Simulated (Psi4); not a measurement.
**ZrO (SMILES [O][Zr]): BLYP/def2-TZVP (core potential)**

Aim: the vertical singlet–triplet gap of ZrO at BLYP/def2-TZVP (core potential), from 2 runs. 

The calculation is run with Psi4 1.11.

1 further run of the same task is left out (set aside as unsound or not needed).

## 1. Starting point

ZrO: 2 atoms, total charge 0, spin state singlet. SMILES: `[O][Zr]`. Geometry: the measured bond length.

Bond lengths: O1–Zr2 1.712 Å.

## 2. A single-point energy at BLYP/def2-TZVP (core potential)

File ozr.xyz:

```xyz
2
OZr
O      0.000000     0.000000     0.000000
Zr     0.000000     0.000000     1.711600
```

File job.py:

```python
import psi4

psi4.set_memory(1600000000)
psi4.set_num_threads(1)
psi4.core.set_output_file('ozr.out', False)

with open('ozr.xyz') as f:
    atoms = ''.join(f.readlines()[2:])
m = psi4.geometry('0 1\n' + atoms + 'symmetry c1')

psi4.set_options({
    'basis': 'def2-TZVP',
    'puream': True,
    'e_convergence': 1e-09,
    'd_convergence': 1e-08,
    'scf_type': 'pk',
    'dft_radial_points': 99,
    'dft_spherical_points': 590,
})

result, w = psi4.energy('BLYP', return_wfn=True)
psi4.oeprop(w, 'MAYER_INDICES', 'MULLIKEN_CHARGES', 'DIPOLE')
print(f'BLYP energy: {result:.10f} Eh')
```

Started as:

```sh
$ python job.py
```

ozr.out:

```text
[...]
    !!!  WARNING: ECP capability is in beta. Please check occupations closely.  !!!
[...]
  Running in c1 symmetry.
[...]
  Nuclear repulsion =   29.680423127085774
[...]
  Multiplicity = 1
[...]
  Nalpha       = 10
  Nbeta        = 10
[...]
    Number of basis functions: 71
[...]
   @RKS iter   1:  -121.67930763962205    2.49005e-01   1.57988e-02 ADIIS/DIIS
[...]
   @RKS iter  17:  -122.25650018411436   -3.45324e-12   4.47109e-09 DIIS
[...]
    Orbital Energies [Eh]
    ---------------------
    Doubly Occupied:
       1A    -18.785835     2A     -2.065867     3A     -1.252816
       4A     -1.239337     5A     -1.239337     6A     -0.789882
       7A     -0.313214     8A     -0.313214     9A     -0.307454
      10A     -0.164248
[...]
  @RKS Final Energy:  -122.25650018411436
   => Energetics <=
    Nuclear Repulsion Energy =             29.6804231270857741
    One-Electron Energy =                -240.7001018284290410
    Two-Electron Energy =                 103.0929752248412967
    DFT Exchange-Correlation Energy =     -14.3297967076124060
    Empirical Dispersion Energy =           0.0000000000000000
    VV10 Nonlocal Energy =                  0.0000000000000000
    Total Energy =                       -122.2565001841143584
[...]
 Multipole Moments:
 ------------------------------------------------------------------------------------
     Multipole            Electronic (a.u.)      Nuclear  (a.u.)        Total (a.u.)
 ------------------------------------------------------------------------------------
 L = 1.  Multiply by 2.5417464519 to convert [e a0] to [Debye]
 Dipole X            :          0.0000002            0.0000000            0.0000002
 Dipole Y            :          0.0000002            0.0000000            0.0000002
 Dipole Z            :         17.0476537          -16.1050990            0.9425547
 Magnitude           :                                                    0.9425547
[...]
  Mulliken Charges: (a.u.)
   Center  Symbol    Alpha    Beta     Spin     Total
       1     O     4.23237  4.23237  0.00000 -0.46474
       2    ZR     5.76763  5.76763  0.00000  0.46474
   Total alpha = 10.00000, Total beta = 10.00000, Total charge =  0.00000
  Mayer Bond Indices:
[...]
```

The script printed:

```text
BLYP energy: -122.2565001841 Eh
```

It took 4.2 s on 1 thread of Intel Xeon 6975P-C (Granite Rapids), shared host; peak memory 0.47 GiB.

## 3. The triplet: energy and forces at UBLYP/def2-TZVP (core potential)

File calc.py:

```python
import psi4

psi4.set_memory('1600 MB')
psi4.set_num_threads(1)
psi4.set_output_file('output.dat', False)

m = psi4.geometry("""
0 3
O      0.00000000     0.00000000     0.00000000
Zr     0.00000000     0.00000000     3.23445523
units au
symmetry c1
""")

psi4.set_options({
    'reference': 'uks',
    'puream': True,
    'e_convergence': 1e-09,
    'd_convergence': 1e-08,
    'scf_type': 'pk',
    'dft_radial_points': 99,
    'dft_spherical_points': 590,
    'maxiter': 100,
})

result, w = psi4.gradient("blyp/def2-TZVP", return_wfn=True)
psi4.oeprop(w, "QUADRUPOLE", "LOWDIN_CHARGES", "MAYER_INDICES", title="BLYP")
print('gradient / Eh bohr^-1')
print(result.np.round(6))
print(f'energy = {w.energy():.10f} Eh')
```

Started as:

```sh
$ python calc.py
```

output.dat, shortened:

```text
[...]
    !!!  WARNING: ECP capability is in beta. Please check occupations closely.  !!!
[...]
  Running in c1 symmetry.
[...]
  Nuclear repulsion =   29.680423185205132
[...]
  Multiplicity = 3
[...]
  Nalpha       = 11
  Nbeta        = 9
[...]
    Number of basis functions: 71
[...]
   @UKS iter   1:  -121.71734432353337    2.16597e-01   1.58770e-02 ADIIS/DIIS
[...]
   @UKS iter  14:  -122.25515976118717   -2.13163e-12   4.88991e-09 DIIS
[...]
   @S^2 Observed:                2.003775932E+00
[...]
  @UKS Final Energy:  -122.25515976118717
   => Energetics <=
    Nuclear Repulsion Energy =             29.6804231852051323
    One-Electron Energy =                -241.7256343029195875
    Two-Electron Energy =                 104.2703209294818549
    DFT Exchange-Correlation Energy =     -14.4802695729545849
    Empirical Dispersion Energy =           0.0000000000000000
    VV10 Nonlocal Energy =                  0.0000000000000000
    Total Energy =                       -122.2551597611871728
[...]
  -Total Gradient:
     Atom            X                  Y                   Z
    ------   -----------------  -----------------  -----------------
       1        0.000000000459    -0.000000000170     0.040669136784
       2       -0.000000000459     0.000000000170    -0.040663043490
[...]
 Multipole Moments:
 ------------------------------------------------------------------------------------
     Multipole            Electronic (a.u.)      Nuclear  (a.u.)        Total (a.u.)
 ------------------------------------------------------------------------------------
 L = 1.  Multiply by 2.5417464519 to convert [e a0] to [Debye]
 Dipole X            :          0.0000000            0.0000000            0.0000000
 Dipole Y            :         -0.0000000            0.0000000           -0.0000000
 Dipole Z            :         17.5869448          -16.1050989            1.4818458
 Magnitude           :                                                    1.4818458
 L = 2.  Multiply by 1.3450342976 to convert [e a0^2] to [Debye ang]
 Quadrupole XX       :        -21.0854637            0.0000000          -21.0854637
 Quadrupole XY       :          0.0000000            0.0000000            0.0000000
[...]
```

The script printed:

```text
gradient / Eh bohr^-1
[[ 0.       -0.        0.040669]
 [-0.        0.       -0.040663]]
energy = -122.2551597612 Eh
```

It took 6.9 s on 1 thread of Intel Xeon 6975P-C (Granite Rapids), shared host; peak memory 0.47 GiB.

## 4. Outcome

At BLYP/def2-TZVP (core potential):

| quantity | value |
| --- | --- |
| singlet: total energy | -122.25650 Eh |
| singlet: dipole moment | 2.40 D |
| singlet: HOMO energy | -4.47 eV |
| singlet: LUMO energy | -4.17 eV |
| singlet: HOMO–LUMO gap | 0.30 eV |
| triplet: total energy | -122.25516 Eh |
| triplet: dipole moment | 3.77 D |
| triplet: HOMO energy (highest over α and β) | -3.39 eV |
| triplet: LUMO energy (lowest over α and β) | -3.15 eV |
| triplet: ⟨S²⟩ | 2.004 |
| triplet: largest force on an atom | 2.091 eV/Å |
| vertical energy of the triplet above the singlet | 0.036 eV |

What this shows: At this shape the triplet lies 0.04 eV (3.5 kJ/mol) above the singlet.
